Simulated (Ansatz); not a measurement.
What does this script print? It uses Ansatz's Python interface.

`POSCAR`
```text
In3Ge
1.0
   0.00000000    3.70906800    3.70906800
   3.70906800    0.00000000    3.70906800
   3.70906800    3.70906800    0.00000000
In Ge
3 1
Direct
   0.25000000    0.25000000    0.25000000
   0.75000000    0.75000000    0.75000000
   0.50000000    0.50000000    0.50000000
   0.00000000    0.00000000    0.00000000
```

`run_edit.py`:
```python
import ansatz as az
from ase.io import read


def main() -> None:
    atoms = read('POSCAR', format='vasp')
    structure = az.Crystal.from_ase(atoms)

    calc = (
        structure.calculation()
        .kpoints(6, 6, 6, center='gamma')
        .functional('LDA')
        .occupations('gaussian')
        .band_table()
    )
    typed = calc.input()
    rows = []
    for value in [4, 6, 9]:
        edited = typed.set(az.key.basis.ecutrho_ratio, value)
        data = az.Session.from_dict(edited).plan().execute().report
        rows.append((value, data['free_energy_ev'], data['n_iterations'], len(data['eigenvalues_ev'][0]) if 'eigenvalues_ev' in data else 0))
    print(' density ratio            F eV      iterations    bands listed')
    for row in rows:
        print(f'{str(row[0]):>14s}  {row[1]:14.5f}  {row[2]:14d}  {row[3]:14d}')


if __name__ == '__main__':
    main()
```

```console
$ python run_edit.py
DeckWarning: basis.ecutwfc = 420 eV, auto-derived from the records' recommended cutoffs: set by In (normal level)
 density ratio            F eV      iterations    bands listed
             4    -20586.64536               7              32
             6    -20586.64535               7              32
             9    -20586.64535               7              32
```
(Warnings from the package without file and line.)

These settings explore the input space; cutoff and mesh may be short of convergence. For a metal this k-point mesh is coarse: on a finer one energies can move by several to tens of meV an atom and pressures by half a GPa or more, differences at one mesh by less. This cell is a computed structure, which may not be the phase found in nature. Hardware and time: 9.1 s on 1 thread of Arm Neoverse V1, with other jobs on the host, peak memory 0.53 GiB.
